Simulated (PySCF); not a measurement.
**[Hg(NH3)]2+: shape, vibrations and bonding**

Task: relax [Hg(NH3)]2+, compute its harmonic modes and analyse its electrons. The species was built from a template and needn't be a known compound.

Method: PBE0, Hg def2-SVP with ECP60, N def2-SVP, H def2-SVP; scalar-relativistic core potentials, no spin–orbit coupling; program: PySCF 2.14.0.

1 further run of the same task is left out (for a known fault of the program).

## Step 1: Where the work starts

5 atoms, charge 2, spin multiplicity 1.

Bond lengths: Hg1–N2 2.120 Å, N2–H3 1.020 Å, N2–H4 1.020 Å, N2–H5 1.020 Å. Angles: Hg1–N2–H3 113.0°, Hg1–N2–H4 113.0°, Hg1–N2–H5 113.0°, H3–N2–H4 105.8°, H3–N2–H5 105.8°, H4–N2–H5 105.8°.

As a file:

| atom | x (Å) | y (Å) | z (Å) |
| --- | --- | --- | --- |
| Hg1 | 0.00000 | 0.00000 | 0.00000 |
| N2 | 0.00000 | 0.00000 | 2.12000 |
| H3 | 0.93920 | 0.00000 | 2.51800 |
| H4 | -0.46960 | 0.81330 | 2.51800 |
| H5 | -0.46960 | -0.81330 | 2.51800 |

Formal oxidation states: Hg +2.

## Step 2: SCF at the start, singlet

run.py (the lines that set the calculation) reads:

```python
mol = gto.M(atom='''
Hg     0.00000     0.00000     0.00000
N      0.00000     0.00000     2.12000
H      0.93920     0.00000     2.51800
H     -0.46960     0.81330     2.51800
H     -0.46960    -0.81330     2.51800''',
    basis={'Hg': 'def2-SVP', 'N': 'def2-SVP', 'H': 'def2-SVP'},
    ecp={'Hg': 'def2-SVP'},
    charge=2, spin=0)
mf = dft.RKS(mol, xc='PBE0')
mf.grids.atom_grid = (50, 194)
mf = mf.density_fit()  # fitting sets: Hg def2-universal-JKFIT, N def2-universal-JKFIT, H def2-universal-JKFIT
mf.conv_tol = 1e-08; mf.max_cycle = 55
mf.kernel(dm0)  # dm0: free metal ions and neutral atoms
```

The run is started by

```
$ OMP_NUM_THREADS=2 python run.py
```

Standard output:

```text
init E= -208.856773355006
  HOMO = -0.906519498385821  LUMO = -0.726380420761256  gap/eV = 4.90183
cycle= 1 E= -209.070362689068  delta_E= -0.214  |g|= 0.354  |ddm|= 2.54
  HOMO = -0.830191178410498  LUMO = -0.59513406632675  gap/eV = 6.39623
cycle= 2 E= -209.092043340967  delta_E= -0.0217  |g|= 0.278  |ddm|= 0.94
  HOMO = -0.873622850275918  LUMO = -0.631619676877143  gap/eV = 6.58524
cycle= 3 E= -209.109249799081  delta_E= -0.0172  |g|= 0.05  |ddm|= 0.369
  HOMO = -0.876958394142958  LUMO = -0.633551034716803  gap/eV = 6.62345
cycle= 4 E= -209.10954181626  delta_E= -0.000292  |g|= 0.0282  |ddm|= 0.0714
  HOMO = -0.874885639234599  LUMO = -0.633300054173519  gap/eV = 6.57388
cycle= 5 E= -209.109733666366  delta_E= -0.000192  |g|= 0.00412  |ddm|= 0.0392
  HOMO = -0.875467297887491  LUMO = -0.633459938832328  gap/eV = 6.58536
cycle= 6 E= -209.109737208823  delta_E= -3.54e-06  |g|= 0.00044  |ddm|= 0.00333
  HOMO = -0.875504967617902  LUMO = -0.633463521778287  gap/eV = 6.58628
cycle= 7 E= -209.109737259845  delta_E= -5.1e-08  |g|= 4.58e-05  |ddm|= 0.000551
  HOMO = -0.875502637929587  LUMO = -0.633457730988626  gap/eV = 6.58638
cycle= 8 E= -209.109737260277  delta_E= -4.32e-10  |g|= 2.2e-05  |ddm|= 6.65e-05
  HOMO = -0.875503937788212  LUMO = -0.633461166182599  gap/eV = 6.58632
Extra cycle  E= -209.10973726032  delta_E= -4.34e-11  |g|= 1.65e-05  |ddm|= 3.52e-05
converged SCF energy = -209.10973726032
```

It took 1.6 s on 2 threads of Intel Xeon Platinum 8259CL at 2.50GHz (Skylake/Cascade Lake), shared host; peak memory 0.32 GiB.

Result: E = -209.109737 Eh, HOMO -23.82 eV, LUMO -17.24 eV, Mulliken charge on Hg1 +1.38 e. 

## Step 3: Relaxation, singlet

Steps are kept in the start's point group, C3v.

run.py (the lines that set the calculation) reads:

```python
mol = gto.M(atom='''
Hg     0.00000     0.00000    -0.17032
N      0.00000     0.00000     1.94968
H      0.93916     0.00004     2.34768
H     -0.46961     0.81332     2.34768
H     -0.46955    -0.81335     2.34768''',
    basis={'Hg': 'def2-SVP', 'N': 'def2-SVP', 'H': 'def2-SVP'},
    ecp={'Hg': 'def2-SVP'},
    charge=2, spin=0)
mf = dft.RKS(mol, xc='PBE0')
mf.grids.atom_grid = (50, 194)
mf = mf.density_fit()  # fitting sets: Hg def2-universal-JKFIT, N def2-universal-JKFIT, H def2-universal-JKFIT
mf.conv_tol = 1e-08; mf.max_cycle = 55
mf.kernel(dm0)  # dm0: an SCF of this state at this start
# quasi-Newton relaxation in Cartesian coordinates to a largest gradient under 0.00045 Eh/bohr, steps kept in the point group
```

The run is started by

```
$ OMP_NUM_THREADS=2 python run.py
```

The driver keeps no SCF log for this step, only its results.

It took 5.7 s on 2 threads of Intel Xeon Platinum 8259CL at 2.50GHz (Skylake/Cascade Lake), shared host.

Along the way:

| step | energy from step 1 (eV) | largest force component (eV/Å) |
| --- | --- | --- |
| 1 | 0.0000 | 0.8634 |
| 2 | -0.0412 | 0.2864 |
| 3 | -0.0424 | 0.1081 |
| 4 | -0.0426 | 0.0035 |

Distances of close pairs at the start and the end, largest changes first:

| bond | before (Å) | after (Å) | change (Å) |
| --- | --- | --- | --- |
| N2–H5 | 1.020 | 1.038 | +0.018 |
| N2–H3 | 1.020 | 1.038 | +0.018 |
| N2–H4 | 1.020 | 1.038 | +0.018 |
| Hg1–N2 | 2.120 | 2.132 | +0.012 |

It ends in C3v at E = -209.111301 Eh.

```xyz
5
charge 2, multiplicity 1
Hg    0.0000    0.0000   -0.1570
N     0.0000    0.0000    1.9748
H     0.9731    0.0000    2.3348
H    -0.4866    0.8427    2.3348
H    -0.4865   -0.8427    2.3348
```

## Step 4: The relaxed geometry turned into its symmetry frame

run.py (the lines that set the calculation) reads:

```python
mol = gto.M(atom='''
Hg     0.00000     0.00000    -0.17071
N      0.00000     0.00000     1.96107
H      0.97310     0.00004     2.32108
H     -0.48658     0.84271     2.32108
H     -0.48652    -0.84275     2.32108''',
    basis={'Hg': 'def2-SVP', 'N': 'def2-SVP', 'H': 'def2-SVP'},
    ecp={'Hg': 'def2-SVP'},
    charge=2, spin=0)
mf = dft.RKS(mol, xc='PBE0')
mf.grids.atom_grid = (50, 194)
mf = mf.density_fit()  # fitting sets: Hg def2-universal-JKFIT, N def2-universal-JKFIT, H def2-universal-JKFIT
mf.conv_tol = 1e-08; mf.max_cycle = 55
mf.kernel(dm0)  # dm0: free metal ions and neutral atoms
```

The run is started by

```
$ OMP_NUM_THREADS=2 python run.py
```

Standard output:

```text
init E= -208.820495394507
  HOMO = -0.895476923660295  LUMO = -0.722815156490523  gap/eV = 4.69837
cycle= 1 E= -209.066821268703  delta_E= -0.246  |g|= 0.36  |ddm|= 2.62
  HOMO = -0.827462679521197  LUMO = -0.594371776486094  gap/eV = 6.34273
cycle= 2 E= -209.084233793137  delta_E= -0.0174  |g|= 0.331  |ddm|= 1.15
  HOMO = -0.860253629757656  LUMO = -0.626257896728717  gap/eV = 6.36735
cycle= 3 E= -209.109190889015  delta_E= -0.025  |g|= 0.101  |ddm|= 0.514
  HOMO = -0.872000883425756  LUMO = -0.632691898798099  gap/eV = 6.51193
cycle= 4 E= -209.110903454419  delta_E= -0.00171  |g|= 0.04  |ddm|= 0.13
  HOMO = -0.868504131942631  LUMO = -0.63185123059945  gap/eV = 6.43965
cycle= 5 E= -209.11129897399  delta_E= -0.000396  |g|= 0.00323  |ddm|= 0.0525
  HOMO = -0.869028256953328  LUMO = -0.631945643643117  gap/eV = 6.45135
cycle= 6 E= -209.11130102776  delta_E= -2.05e-06  |g|= 0.00052  |ddm|= 0.00318
  HOMO = -0.869071554597284  LUMO = -0.6319537953622  gap/eV = 6.45230
cycle= 7 E= -209.11130109708  delta_E= -6.93e-08  |g|= 6.93e-05  |ddm|= 0.000662
  HOMO = -0.869068325876365  LUMO = -0.631946810017029  gap/eV = 6.45241
cycle= 8 E= -209.111301097948  delta_E= -8.68e-10  |g|= 2.61e-05  |ddm|= 7.61e-05
  HOMO = -0.869069040606659  LUMO = -0.631950918653112  gap/eV = 6.45231
Extra cycle  E= -209.111301097985  delta_E= -3.74e-11  |g|= 2.27e-05  |ddm|= 5.34e-05
converged SCF energy = -209.111301097985
```

Run time: 0.7 s. Hardware: 2 threads of Intel Xeon Platinum 8259CL at 2.50GHz (Skylake/Cascade Lake), shared host.

It gives: E = -209.111301 Eh, HOMO -23.65 eV, LUMO -17.20 eV, Mulliken charge on Hg1 +1.36 e. 

## Step 5: Frequencies and infrared intensities

Edit run.py (the lines that set the calculation) of step 4 so:

```diff
@@ -12,3 +12,4 @@
 mf = mf.density_fit()  # fitting sets: Hg def2-universal-JKFIT, N def2-universal-JKFIT, H def2-universal-JKFIT
-mf.conv_tol = 1e-08; mf.max_cycle = 55
-mf.kernel(dm0)  # dm0: free metal ions and neutral atoms
+mf.conv_tol = 1e-10; mf.max_cycle = 55
+mf.kernel(dm0)  # dm0: the density of the relaxed state
+# Hessian and dipole derivatives by central differences of gradients, 0.02 bohr
```

The run is started by

```
$ OMP_NUM_THREADS=2 python run.py
```

The driver keeps no SCF log for this step, only its results.

Run time: 15 s. Hardware: 2 threads of Intel Xeon Platinum 8259CL at 2.50GHz (Skylake/Cascade Lake), shared host.

Point group C3v; negative numbers are unstable modes, and those under 60 cm⁻¹ are near the numerical noise:

| cm⁻¹ | km/mol | symmetry |
| --- | --- | --- |
| 437 | 12.0 | a1 |
| 866 | 50.1 | e |
| 866 | 50.1 | e |
| 1340 | 16.1 | a1 |
| 1568 | 54.8 | e |
| 1568 | 54.8 | e |
| 3324 | 311.1 | a1 |
| 3437 | 301.3 | e |
| 3437 | 301.3 | e |

## Step 6: Properties on a finer grid

run.py (the lines that set the calculation) reads:

```python
mol = gto.M(atom='''
Hg     0.00000     0.00000    -0.15695
N      0.00000     0.00000     1.97483
H      0.97310     0.00004     2.33484
H     -0.48658     0.84271     2.33484
H     -0.48652    -0.84275     2.33484''',
    basis={'Hg': 'def2-SVP', 'N': 'def2-SVP', 'H': 'def2-SVP'},
    ecp={'Hg': 'def2-SVP'},
    charge=2, spin=0)
mf = dft.RKS(mol, xc='PBE0')
mf.grids.atom_grid = (75, 302)
mf = mf.density_fit()  # fitting sets: Hg def2-universal-JKFIT, N def2-universal-JKFIT, H def2-universal-JKFIT
mf.conv_tol = 1e-09; mf.max_cycle = 55
mf.kernel(dm0)  # dm0: the density of the relaxed state
```

The run is started by

```
$ OMP_NUM_THREADS=2 python run.py
```

Standard output:

```text
init E= -209.111317245645
  HOMO = -0.869072472242806  LUMO = -0.631952721257287  gap/eV = 6.45236
cycle= 1 E= -209.111317246344  delta_E= -6.99e-10  |g|= 3.37e-05  |ddm|= 0.000126
  HOMO = -0.869064993698286  LUMO = -0.631948654330081  gap/eV = 6.45226
cycle= 2 E= -209.111317245878  delta_E= 4.67e-10  |g|= 5.62e-05  |ddm|= 9.94e-05
  HOMO = -0.869069446770139  LUMO = -0.631950548946101  gap/eV = 6.45233
cycle= 3 E= -209.11131724661  delta_E= -7.32e-10  |g|= 5.35e-06  |ddm|= 6.44e-05
  HOMO = -0.869069471845489  LUMO = -0.631951180987727  gap/eV = 6.45232
Extra cycle  E= -209.111317246608  delta_E= 2.27e-12  |g|= 5.96e-06  |ddm|= 1.18e-05
converged SCF energy = -209.111317246608
```

Run time: 5.7 s. Hardware: 2 threads of Intel Xeon Platinum 8259CL at 2.50GHz (Skylake/Cascade Lake), shared host.

Read off: E = -209.111317 Eh, HOMO -23.65 eV, LUMO -17.20 eV, Mulliken charge on Hg1 +1.36 e, largest force component 0.003 eV/Å. 

Löwdin charges:

| atom | value (e) |
| --- | --- |
| Hg1 | 1.28 |
| N2 | 0.17 |
| H3 | 0.18 |
| H4 | 0.18 |
| H5 | 0.18 |

Mulliken charges: Hg1 +1.36, N2 -0.24, H3 +0.29, H4 +0.29, H5 +0.29 e.

Contacts (the nearest donor of each ligand) and Mayer bond orders:

| contact | distance (Å) | bond order |
| --- | --- | --- |
| Hg1–N2 (NH3) | 2.132 | 0.89 |

Mulliken populations of Hg1 outside the core potential: s 2.62, p 6.07, d 9.95, f 0.00.

The fields below are evaluated on a grid from the run's orbitals.

Frontier orbitals at PBE0, with the share of their density that lies nearest to each atom:

| orbital | energy (eV) | lies on |
| --- | --- | --- |
| HOMO | -23.65 | Hg1 47 %; N2 38 % |
| LUMO | -17.20 | Hg1 76 %; N2 18 % |

ELF in a plane through or near 3 of the atoms.

Values, 10 rows by 14 columns:
```
0.00 0.00 0.00 0.00 0.00 0.00 0.00 0.00 0.00 0.00 0.00 0.00 0.00 0.00
0.00 0.00 0.00 0.00 0.00 0.00 0.00 0.00 0.00 0.00 0.00 0.00 0.00 0.00
0.00 0.00 0.00 0.02 0.04 0.02 0.01 0.17 0.36 0.06 0.00 0.00 0.00 0.00
0.00 0.00 0.02 0.15 0.23 0.15 0.15 0.85 0.96 0.62 0.00 0.00 0.00 0.00
0.00 0.01 0.06 0.51 0.68 0.33 0.61 0.81 0.85 0.33 0.01 0.00 0.00 0.00
0.00 0.01 0.07 0.68 0.28 0.45 0.78 0.43 0.60 0.15 0.01 0.00 0.00 0.00
0.00 0.00 0.05 0.32 0.47 0.25 0.36 0.66 0.59 0.17 0.00 0.00 0.00 0.00
0.00 0.00 0.01 0.08 0.13 0.10 0.04 0.09 0.17 0.03 0.00 0.00 0.00 0.00
0.00 0.00 0.00 0.00 0.01 0.00 0.00 0.00 0.00 0.00 0.00 0.00 0.00 0.00
0.00 0.00 0.00 0.00 0.00 0.00 0.00 0.00 0.00 0.00 0.00 0.00 0.00 0.00
```
The map spans 9.0 Å across and 7.1 Å up, centred on the molecule. Atoms in the plane (x, y in Å): Hg1 (-1.9, 0.0), N2 (0.2, 0.0), H5 (0.6, 0.9).

log10 of the density (e/Å³) in the same plane.

Values, 10 rows by 14 columns:
```
-4.0 -4.0 -4.0 -4.0 -4.0 -4.0 -4.0 -4.0 -4.0 -4.0 -4.0 -4.0 -4.0 -4.0
-4.0 -4.0 -4.0 -4.0 -3.8 -3.9 -4.0 -4.0 -4.0 -4.0 -4.0 -4.0 -4.0 -4.0
-4.0 -4.0 -3.1 -2.4 -2.2 -2.4 -2.5 -2.1 -2.2 -2.8 -4.0 -4.0 -4.0 -4.0
-4.0 -3.0 -2.0 -1.1 -0.8 -1.1 -1.2 -0.7 -0.8 -1.6 -3.3 -4.0 -4.0 -4.0
-3.9 -2.4 -1.2  0.4  0.8  0.0 -0.2  0.3 -0.1 -1.1 -2.8 -4.0 -4.0 -4.0
-3.8 -2.2 -1.0  0.9  0.7  0.5  0.1  1.3  0.1 -1.1 -2.7 -4.0 -4.0 -4.0
-4.0 -2.6 -1.5 -0.3  0.1 -0.5 -0.7 -0.3 -0.6 -1.4 -3.0 -4.0 -4.0 -4.0
-4.0 -3.3 -2.4 -1.6 -1.4 -1.6 -1.8 -1.7 -1.8 -2.4 -3.9 -4.0 -4.0 -4.0
-4.0 -4.0 -3.7 -3.0 -2.8 -2.9 -3.2 -3.3 -3.5 -4.0 -4.0 -4.0 -4.0 -4.0
-4.0 -4.0 -4.0 -4.0 -4.0 -4.0 -4.0 -4.0 -4.0 -4.0 -4.0 -4.0 -4.0 -4.0
```
The map spans 9.0 Å across and 7.1 Å up, centred on the molecule. Atoms in the plane (x, y in Å): Hg1 (-1.9, 0.0), N2 (0.2, 0.0), H5 (0.6, 0.9).

On the surface of density 0.002 e/bohr³ the electrostatic potential runs, from the 1st to the 99th percentile, from 10.92 to 14.89 V.

## Step 7: Outcome

```
                                              quantity                            value
                                 state and point group                     singlet, C3v
                                                 modes  437 to 3437 cm⁻¹, none unstable
strongest infrared band (modes within 1.5 cm⁻¹ summed)           3437 cm⁻¹ (603 km/mol)
                                     zero-point energy                         1.044 eV
                               ideal gas, 298 K, 1 bar   S = 261.0, Cp = 44.7 J/(mol K)
                                 metal–ligand contacts                           2.13 Å
                                       frontier levels   HOMO -23.65 eV, LUMO -17.20 eV
                       dipole about the centre of mass                           6.08 D
                                   mean polarisability                           3.3 Å³
```

All modes are real, so the structure is a minimum. The metal carries +1.28 e by Löwdin's partition against a formal +2, and bond orders to the nearest donors reach 0.89. Both measures hang on the basis. One start shape was tried, so another isomer may lie lower. The bases are small and lack diffuse functions. Spin–orbit coupling is left out.
